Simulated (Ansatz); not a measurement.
# C₂H₇BFN: a ladder of functionals and wavefunction methods

The task here is to estimate one member of a computed series from the others.

Method: functionals in def2-TZVPP, the program's frozen cores in correlated methods; program: Ansatz 0.2.0, Gaussian basis.

Plan: LDA (SPW92), PBE-D4, revPBE-D4, BLYP-D4, r2SCAN-D4, B97M-V, PBE0-D4, B3LYP-D4, r2SCANh-D4, r2SCAN0-D4, HSE06-D4, BHLYP-D4, CAM-B3LYP-D4, LC-ωPBE, ωB97X-V, ωB97M-V, B2PLYP, PBE-QIDH; CCSD(T)/def2-SVP; CCSD(T)/def2-TZVPP; MP2/def2-QZVPP; extrapolation to the limit; RPA on PBE.

### The relaxed structure

The geometry comes from an earlier relaxation with PBE0-D4 in a triple-zeta def2 set; it is a stationary point, not always the lowest conformer.

SMILES `CCB(N)F`, 12 atoms, charge 0, spin multiplicity 1.

Atoms are counted from 1 here; the program's logs count them from 0.

Bond lengths: C1–C2 1.529 Å, C1–H6 1.092 Å, C1–H7 1.093 Å, C1–H8 1.092 Å, C2–B3 1.571 Å, C2–H9 1.098 Å, C2–H10 1.095 Å, B3–N4 1.396 Å, B3–F5 1.348 Å, N4–H11 1.006 Å, N4–H12 1.003 Å. Angles: C2–C1–H6 111.0°, C2–C1–H7 111.3°, C2–C1–H8 111.7°, H6–C1–H7 107.3°, H6–C1–H8 107.8°, H7–C1–H8 107.5°, C1–C2–B3 113.3°, C1–C2–H9 108.9°, C1–C2–H10 110.3°, B3–C2–H9 107.3°, B3–C2–H10 110.9°, H9–C2–H10 105.7°, C2–B3–N4 124.5°, C2–B3–F5 118.6°, N4–B3–F5 116.9°, B3–N4–H11 122.6°, B3–N4–H12 122.9°, H11–N4–H12 114.6°.

Coordinates:

```
C    -1.6606    0.1419   -0.2496
C    -0.3005   -0.5346   -0.4225
B     0.9072    0.3799   -0.0057
N     1.9441   -0.0179    0.8404
F     0.9654    1.6354   -0.4930
H    -1.7025    1.0839   -0.8004
H    -1.8612    0.3697    0.8007
H    -2.4747   -0.4915   -0.6094
H    -0.1637   -0.7946   -1.4806
H    -0.2767   -1.4842    0.1219
H     2.7136    0.5860    1.0743
H     1.9867   -0.9292    1.2579
```

Set-up of the first run:

File in.yaml:

```yaml
crystal:
  periodic: [false, false, false]
  atoms:
    - {symbol: C, position_ang: [-1.660602, 0.141909, -0.249599]}
    - {symbol: C, position_ang: [-0.300502, -0.534565, -0.422484]}
    - {symbol: B, position_ang: [0.907188, 0.379908, -0.005730]}
    - {symbol: N, position_ang: [1.944066, -0.017911, 0.840389]}
    - {symbol: F, position_ang: [0.965447, 1.635359, -0.493004]}
    - {symbol: H, position_ang: [-1.702496, 1.083882, -0.800422]}
    - {symbol: H, position_ang: [-1.861169, 0.369710, 0.800669]}
    - {symbol: H, position_ang: [-2.474729, -0.491541, -0.609406]}
    - {symbol: H, position_ang: [-0.163727, -0.794601, -1.480636]}
    - {symbol: H, position_ang: [-0.276741, -1.484198, 0.121858]}
    - {symbol: H, position_ang: [2.713568, 0.585976, 1.074286]}
    - {symbol: H, position_ang: [1.986697, -0.929227, 1.257879]}
basis:
  gaussian: {orbitals: def2-TZVPP}
hamiltonian: {xc: lda}
output: {orbitals: {seedname: orbitals}}
```

On the command line:

```
ansatz run in.yaml --threads 4 --pin off --events-out ev --progress --plain --max-ram 10444MiB
```

Steps of the session up to this table: LDA; PBE-D4 (GGA); revPBE-D4 (GGA); BLYP-D4 (GGA); r2SCAN-D4 (meta-GGA); B97M-V (meta-GGA); B3LYP-D4 (hybrid); r2SCANh-D4 (hybrid); r2SCAN0-D4 (hybrid); HSE06-D4 (hybrid); BHLYP-D4 (hybrid); CAM-B3LYP-D4 (range-separated); LC-ωPBE (range-separated); ωB97X-V (range-separated); ωB97M-V (range-separated); B2PLYP (double hybrid); PBE-QIDH (double hybrid).

One of the session's tables, all rows but one given; the rest of the session is left out.

It belongs to the step «Orbital energies across the functionals». 

```
  functional  HOMO (eV)  LUMO (eV)  gap (eV)
 LDA (SPW92)      -7.01      -0.13      6.88
      PBE-D4      -6.82       0.02      6.83
   revPBE-D4      -6.75       0.08      6.83
     BLYP-D4      -6.70      -0.01      6.69
   r2SCAN-D4      -7.12       0.66      7.78
      B97M-V      -7.18       0.21      7.39
     PBE0-D4      -8.27       0.80      9.08
    B3LYP-D4      -8.03       0.46      8.48
  r2SCANh-D4          ?          ?         ?
  r2SCAN0-D4      -8.49       1.29      9.78
    HSE06-D4      -7.86       0.44      8.31
    BHLYP-D4      -9.64       1.34     10.98
CAM-B3LYP-D4      -9.75       1.50     11.25
     LC-ωPBE     -11.18       2.79     13.96
     ωB97X-V     -10.77       2.58     13.35
     ωB97M-V     -10.68       2.08     12.76
```

**Question.** Estimate the row for r2SCANh-D4.

Worked estimate for «HOMO (eV)». Against the share of exact exchange, r2SCAN-D4 (0, -7.12), r2SCAN0-D4 (0.25, -8.49) give a slope of -5.48 per unit share; at 0.1 the line stands at -7.67.

As computed: HOMO (eV): -7.66; LUMO (eV): 0.95; gap (eV): 8.61. In «HOMO (eV)» the line misses by -0.01.
